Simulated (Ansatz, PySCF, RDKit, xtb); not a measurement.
# BGeSiH6F: which of the isomers drawn lies lowest?

Which of a sample of isomers of BGeSiH6F is the most stable in the gas at 298.15 K, and what are its properties? The sample is small against all isomers, and the most stable one of this formula need not be in it.

Plan: many cheap relaxations first (GFN2-xTB), then density-functional screening, relaxation at r2SCAN-D4/def2-SVP, vibrations and a final energy. The numbers are computed, not measured.

## 1. Drawing up candidates

Isomers were taken from a list of plausible structures; this is a sample, not all of them. That gives 4 candidates.

```
label                   SMILES     spin
 c112  [BH2][Ge@@H]([F])[SiH3]  singlet
 c742         B[SiH2][GeH2][F]  singlet
 c746       [BH2][GeH2][SiH2]F  singlet
 c917        B[Si@@H](F)[GeH3]  singlet
```

Candidates are built by distance geometry, with a force field where one applies, in up to four conformers (letters a to d).

**Question.** With final energies at CCSD(T)/def2-SVP + MP2/def2-TZVPP - MP2/def2-SVP, which structure will this search put lowest in free energy, and by what margin?

| quantity | value |
| --- | --- |
| lowest structure found | [BH2][GeH2][SiH2]F, singlet, Cs |
| next finalist | B[Si@@H](F)[GeH3], singlet, 2.2 kcal/mol higher in G |
| share at equilibrium, among the finalists | 97.8 % |
| harmonic wavenumbers, lowest and highest (r2SCAN-D4/def2-SVP) | 41 and 2688 cm⁻¹ |
| rotational constants, same geometry | 0.2767, 0.05671, 0.04935 cm⁻¹ |
| dipole moment (PBE0/def2-TZVPD) | 1.71 D |
| HOMO energy (PBE0/def2-TZVPD) | -8.04 eV |
| LUMO energy (PBE0/def2-TZVPD) | -2.69 eV |
| HOMO–LUMO gap (PBE0/def2-TZVPD) | 5.35 eV |
| lowest excitation (TD-PBE0/def2-SVPD) | 4.10 eV (f = 0.037) |
| strongest of the states computed, same level | 4.91 eV (f = 0.076) |
| lowest triplet excitation, same level, Tamm-Dancoff | 3.21 eV |
| vertical ionisation energy | 9.96 eV |
| vertical electron affinity | 1.04 eV |
| vertical triplet less singlet | +3.23 eV |

The search ends on `[BH2][GeH2][SiH2]F`. The margin, 2.2 kcal/mol, is modest. r2SCAN-D4/def2-SVP, relaxed, HF/def2-SVP and MP2/def2-SVP already put its bonding pattern lowest among the structures in one piece. The search is not exhaustive (a finite list of starts, one conformer a finalist), so a lower isomer can't be ruled out. Only 4 drawn patterns were tried, so whole families of isomers are missing, and the result ranks this sample alone.
